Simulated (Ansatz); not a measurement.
# C₆H₉Al: vertical ionisation energy

Aim: the vertical ionisation energy of C₆H₉Al, as cation minus neutral at the neutral's geometry, on several levels, and how well −ε(HOMO) stands in for it.

The runs use Ansatz 0.2.0, Gaussian basis; unrestricted cation, the program's frozen cores in correlated methods.

The runs, in order: UKS PBE-D4/def2-TZVPP; UKS r2SCAN-D4/def2-TZVPP; UKS PBE0-D4/def2-TZVPP; UKS B3LYP-D4/def2-TZVPP; UKS wB97X-V/def2-TZVPP; UKS wB97M-V/def2-TZVPP; UKS B2PLYP/def2-TZVPP; UHF-CCSD(T)/def2-TZVPP; then −ε(HOMO) from the neutral's earlier runs with LDA (SPW92), PBE-D4, revPBE-D4, BLYP-D4, r2SCAN-D4, B97M-V, PBE0-D4, B3LYP-D4, r2SCANh-D4, r2SCAN0-D4, HSE06-D4, BHLYP-D4, CAM-B3LYP-D4, LC-ωPBE, ωB97X-V, ωB97M-V.

### 1 The relaxed structure

The geometry comes from an earlier relaxation with PBE0-D4 in a triple-zeta def2 set; it is a stationary point, not always the lowest conformer.

SMILES `C=[CH][Al]([CH]=C)[CH]=C`, 16 atoms, charge 0, spin multiplicity 1.

Atoms are counted from 1 here; the program's logs count them from 0.

Bond lengths: C1–C2 1.336 Å, C1–H8 1.088 Å, C1–H9 1.089 Å, C2–Al3 1.944 Å, C2–H10 1.091 Å, Al3–C4 1.944 Å, Al3–C6 1.944 Å, C4–C5 1.336 Å, C4–H11 1.091 Å, C5–H12 1.089 Å, C5–H13 1.088 Å, C6–C7 1.336 Å, C6–H14 1.091 Å, C7–H15 1.088 Å, C7–H16 1.089 Å. Angles: C2–C1–H8 122.0°, C2–C1–H9 123.0°, H8–C1–H9 115.0°, C1–C2–Al3 120.8°, C1–C2–H10 116.0°, Al3–C2–H10 123.3°, C2–Al3–C4 120.0°, C2–Al3–C6 120.0°, C4–Al3–C6 120.0°, Al3–C4–C5 120.8°, Al3–C4–H11 123.3°, C5–C4–H11 116.0°, C4–C5–H12 123.0°, C4–C5–H13 122.0°, H12–C5–H13 115.0°, Al3–C6–C7 120.8°, Al3–C6–H14 123.3°, C7–C6–H14 116.0° and more.

Geometry (Å):

```mol
C6H9Al
  3D, bonds by distance, orders not assigned

 16 15  0  0  0  0  0  0  0  0999 V2000
   -2.7423    0.7139    0.4445 C   0  0
   -1.5384    1.1841    0.1059 C   0  0
   -0.0013   -0.0014    0.0023 Al  0  0
   -0.2056   -1.8941    0.3958 C   0  0
    0.8405   -2.7225    0.3315 C   0  0
    1.7399    0.7059   -0.4946 C   0  0
    1.8976    2.0043   -0.7669 C   0  0
   -2.9067   -0.3374    0.6726 H   0  0
   -3.6276    1.3442    0.5136 H   0  0
   -1.4847    2.2533   -0.1024 H   0  0
   -1.1568   -2.3470    0.6784 H   0  0
    0.7676   -3.7880    0.5446 H   0  0
    1.8350   -2.3745    0.0594 H   0  0
    2.6367    0.0898   -0.5701 H   0  0
    1.0681    2.7072   -0.7216 H   0  0
    2.8552    2.4395   -1.0487 H   0  0
  1  2  8  0
  2  3  8  0
  3  4  8  0
  4  5  8  0
  3  6  8  0
  6  7  8  0
  1  8  8  0
  1  9  8  0
  2 10  8  0
  4 11  8  0
  5 12  8  0
  5 13  8  0
  6 14  8  0
  7 15  8  0
  7 16  8  0
M  END
```

### 2 Cation, UKS PBE-D4/def2-TZVPP

in.yaml

```yaml
crystal:
  periodic: [false, false, false]
  atoms:
    - {symbol: C, position_ang: [-2.742251, 0.713875, 0.444501]}
    - {symbol: C, position_ang: [-1.538442, 1.184053, 0.105886]}
    - {symbol: Al, position_ang: [-0.001292, -0.001388, 0.002268]}
    - {symbol: C, position_ang: [-0.205649, -1.894070, 0.395808]}
    - {symbol: C, position_ang: [0.840474, -2.722540, 0.331475]}
    - {symbol: C, position_ang: [1.739868, 0.705922, -0.494636]}
    - {symbol: C, position_ang: [1.897595, 2.004338, -0.766887]}
    - {symbol: H, position_ang: [-2.906680, -0.337387, 0.672626]}
    - {symbol: H, position_ang: [-3.627568, 1.344168, 0.513640]}
    - {symbol: H, position_ang: [-1.484694, 2.253341, -0.102416]}
    - {symbol: H, position_ang: [-1.156791, -2.347020, 0.678352]}
    - {symbol: H, position_ang: [0.767633, -3.787957, 0.544596]}
    - {symbol: H, position_ang: [1.834991, -2.374470, 0.059413]}
    - {symbol: H, position_ang: [2.636716, 0.089789, -0.570128]}
    - {symbol: H, position_ang: [1.068071, 2.707242, -0.721597]}
    - {symbol: H, position_ang: [2.855222, 2.439505, -1.048699]}
basis:
  gaussian: {orbitals: def2-TZVPP}
total_charge: 1
magnetization: {spin_polarized: true, initial_magnetization: 1}
hamiltonian: {xc: pbe, dispersion: d4}
```

Run with:

```sh
$ ansatz run in.yaml --threads 2 --pin off --events-out ev --progress --plain --max-ram 32768MiB --backend cuda --devices 0, --max-vram 18GiB
```

The runs that follow: Cation, UKS r2SCAN-D4/def2-TZVPP; Cation, UKS PBE0-D4/def2-TZVPP; Cation, UKS B3LYP-D4/def2-TZVPP; Cation, UKS wB97X-V/def2-TZVPP; Cation, UKS wB97M-V/def2-TZVPP; Cation, UKS B2PLYP (frozen core)/def2-TZVPP; Cation, UHF-CCSD(T)/def2-TZVPP.

Before running them: what should the planned runs give, taken together? Wanted: ionisation energy, CCSD(T)/def2-TZVPP; nearest functional by difference; nearest −ε(HOMO); −ε(HOMO) of PBE; T1 of the cation.

The runs gave:

| quantity | value |
| --- | --- |
| ionisation energy, CCSD(T)/def2-TZVPP | 10.17 eV |
| nearest functional by difference | ωB97X-V (-0.26 eV) |
| nearest −ε(HOMO) | ωB97X-V (-0.03 eV) |
| −ε(HOMO) of PBE | 6.44 eV |
| T1 of the cation | 0.025 |

Energy differences with functionals land within 1.14 eV of the reference. −ε(HOMO) of PBE misses by 3.7 eV, since self-interaction lifts the level. Among orbital estimates ωB97X-V comes nearest. Hartree-Fock falls 1.65 eV short, as the neutral has more correlation energy than the cation. The cation may have settled in a state other than its lowest; no search over hole states beyond the program's own was made.
